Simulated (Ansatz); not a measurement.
# FGeH7Si: the cost of one run

Program: Ansatz 0.2.0. Level of theory: RKS PBE-D4/def2-SVP. These are calculated values, not measurements.

### 1 Starting point

Bond lengths: Ge1–F2 2.030 Å, Ge1–H3 1.550 Å, Ge1–H4 1.549 Å, Ge1–H5 1.549 Å, Ge1–Si6 2.610 Å, Si6–H7 1.460 Å, Si6–H8 1.460 Å, Si6–H9 1.460 Å. Angles (14 of 16 angles, heavy atoms first): F2–Ge1–Si6 71.6°, F2–Ge1–H3 109.5°, F2–Ge1–H4 109.5°, F2–Ge1–H5 109.5°, H3–Ge1–Si6 178.9°, H4–Ge1–Si6 70.0°, H5–Ge1–Si6 70.0°, Ge1–Si6–H7 109.5°, Ge1–Si6–H8 109.5°, Ge1–Si6–H9 109.5°, H3–Ge1–H4 109.5°, H3–Ge1–H5 109.5°, H4–Ge1–H5 109.5°, H7–Si6–H8 109.4°.

Coordinates:

```xyz
10

Ge    0.0000    0.0000    0.0000
F     0.0000    0.0000    2.0300
H     1.4616    0.0000   -0.5162
H    -0.7300    1.2648   -0.5162
H    -0.7300   -1.2648   -0.5162
Si   -2.4768    0.0000    0.8230
H    -3.2648   -0.9102   -0.0029
H    -2.5280   -0.4389    2.2145
H    -3.0252    1.3491    0.7184
H    -1.1924    0.0000    1.9472
```

### 2 Pulling towards end A

Springs on the bonds that form and break draw the guess towards this end; the thresholds are loose.

Contents of input.yaml:

```yaml
crystal:
  periodic: [false, false, false]
  atoms:
    - { symbol: Ge, position_ang: [0.0, 0.0, 0.0] }
    - { symbol: F, position_ang: [0.0, 0.0, 2.03] }
    - { symbol: H, position_ang: [1.4616, 0.0, -0.5162] }
    - { symbol: H, position_ang: [-0.73, 1.2648, -0.5162] }
    - { symbol: H, position_ang: [-0.73, -1.2648, -0.5162] }
    - { symbol: Si, position_ang: [-2.4768, 0.0, 0.823] }
    - { symbol: H, position_ang: [-3.2648, -0.9102, -0.0029] }
    - { symbol: H, position_ang: [-2.528, -0.4389, 2.2145] }
    - { symbol: H, position_ang: [-3.0252, 1.3491, 0.7184] }
    - { symbol: H, position_ang: [-1.1924, 0.0, 1.9472] }
basis:
  gaussian: { orbitals: def2-SVP }
hamiltonian:
  xc: pbe
  dispersion: d4
relax:
  f_tol: 0.15
  max_steps: 25
  restrain:
    - { distance: [0, 5], at: 3.51, k: 30.0 }
    - { distance: [9, 1], at: 2.12, k: 30.0 }
    - { distance: [0, 1], at: 1.68, k: 30.0 }
    - { distance: [9, 5], at: 1.46, k: 30.0 }
```

Run with:

```
$ ansatz run input.yaml --threads 2 --pin off --max-ram 3072MiB --backend cpu --events-out ev --progress --plain --runs-dir out
```

**Question.** How long does this run take on 2 threads of Arm Neoverse V2, shared host, and how much memory does it need?

About 16 s, with a peak of 0.14 GiB.
